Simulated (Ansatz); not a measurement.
Runs of Ansatz 0.2.0 on CsLiCr2Te2S3. The typed cell holds 18 atoms: a = 3.675 Å, b = 6.258 Å, c = 18.879 Å, α = 89.93°, β = 89.72°, γ = 90.00°. The cell was built by a generator and needn't be a form met in nature.

```tsv
task	level	cell	k mesh	cutoff (eV)	points for each segment of the path	gap on the mesh (eV)	pressure (GPa)	moment (μB)	relaxed volume (Å³/atom)	largest force (eV/Å)
relaxation of cell and atoms	LDA	relaxed	5 × 3 × 1	420	-	none	0.0	(a)	21.17	0.01
band structure	r2SCAN	as given	7 × 5 × 2	500	10	none	(b)	11.70	-	0.27
band structure	revPBE	as given	7 × 5 × 2	420	10	none	1.6	11.48	-	0.11
relaxation of cell and atoms	revPBE	relaxed	5 × 3 × 1	420	-	none	0.0	11.37	27.63	0.01
relaxation of cell and atoms	r2SCAN	relaxed	5 × 3 × 1	500	-	none	0.0	11.72	23.73	-
```

Alike in all rows: potentials or basis Ansatz PAW; spin collinear, ferromagnetic start; smearing fermi-dirac 0.05 eV.

Problem. Fill in the values left out.

Solution. (a) 11.09; (b) 0.1.

Caveats: only a ferromagnetic start was run, and an antiferromagnetic order may lie lower in energy; the PAW data sets come from PBE, with cores solved anew for the run's functional, which leaves a small shift of forces and pressure; the plane-wave basis is chosen anew once the cell has moved, so the energies of steps on either side of that aren't comparable (some runs); the magnetic or orbital state may not be the lowest (some runs); spin-orbit coupling is left out, which moves the levels of the heavy elements (some runs).

A k mesh can miss the band edges, and the runs leave out spin-orbit coupling on Cs, Te.

A gap of «none» marks a metal or a gap under the smearing width.

Runs at the PBE level aren't shown here.
